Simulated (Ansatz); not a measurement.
**ScB+ (quartet): wave-function methods side by side, def2-SVP**

How much of the correlation energy of ScB+ (quartet) does each wave-function method recover here?

Program: Ansatz 0.2.0, Gaussian basis. Level of theory: def2-SVP, core rule «outside noble gas», up to 10 orbitals frozen. These are calculated values, not measurements.

Plan: UHF; CCSD(T) on ROHF; CCSD(T) on UHF; CISD; CCSDT(Q) on ROHF; CCSDT(Q) on UHF; Full CI.

24 further runs of the same task are left out: 10 for a known fault of the program, 4 that didn't finish, 10 set aside as unsound or not needed.

### 1 What is computed

The geometry is a PBE0/def2-TZVP stationary point (not a proven minimum) of the parent state, kept for this charge and spin.

2 atoms, charge 1, spin multiplicity 4.

Atoms are counted from 1 here; the program's logs count them from 0.

Bond lengths: Sc1–B2 2.134 Å.

### 2 UHF

in.yaml

```yaml
crystal:
  periodic: [false, false, false]
  atoms:
    - {symbol: Sc, position_ang: [0.000000, 0.000000, 0.000000]}
    - {symbol: B, position_ang: [0.000000, 0.000000, 2.134400]}
basis:
  gaussian: {orbitals: def2-SVP}
total_charge: 1
magnetization: {spin_polarized: true, initial_magnetization: 3}
hamiltonian: {xc: hf}
output: {orbitals: {seedname: orbitals}}
```

Run with:

```bash
$ ansatz run in.yaml --threads 1 --pin off --events-out ev --progress --plain --max-ram 2393MiB
```

Further steps of the session: CCSD(T) on ROHF; CCSD(T) on UHF; CISD; CCSDT(Q) on ROHF; CCSDT(Q) on UHF; Full CI.

Q: Predict the results of all the runs planned. Wanted: FCI below the RHF energy; RMP2 from FCI; UMP2 from FCI; RCCSD from FCI; RCCSD(T) from FCI; UCCSD(T) from FCI; RCCSDT(Q) from FCI; UCCSDT(Q) from FCI; T1 diagnostic.

**Answer**, as computed:

| quantity | value |
| --- | --- |
| FCI below the RHF energy | -3.0154 eV |
| RMP2 from FCI | +1151.6 meV |
| UMP2 from FCI | +1164.9 meV |
| RCCSD from FCI | +281.7 meV |
| RCCSD(T) from FCI | +103.6 meV |
| UCCSD(T) from FCI | +89.7 meV |
| RCCSDT(Q) from FCI | 0.0 meV |
| UCCSDT(Q) from FCI | -12.7 meV |
| levels within 1 kcal/mol (43 meV) | RCCSDT, UCCSDT, RCCSDT(Q), UCCSDT(Q) |
| T1 diagnostic | 0.083 |
| effectively unpaired electrons | 3.08 |

In words: RCCSD(T) lands +103.6 meV from the yardstick (3.4 % of the correlation energy). UCCSDT(Q) falls below full CI: unrestricted runs freeze a spin-polarised core, another one than full CI's, and coupled cluster isn't variational. The occupations are near whole numbers, but T1 = 0.083 shows that the orbitals relax strongly. Coupled cluster took another determinant than the lowest Hartree-Fock one. These misses are within one basis, not against nature; the frozen cores of restricted and unrestricted runs differ, which can shift their rows.
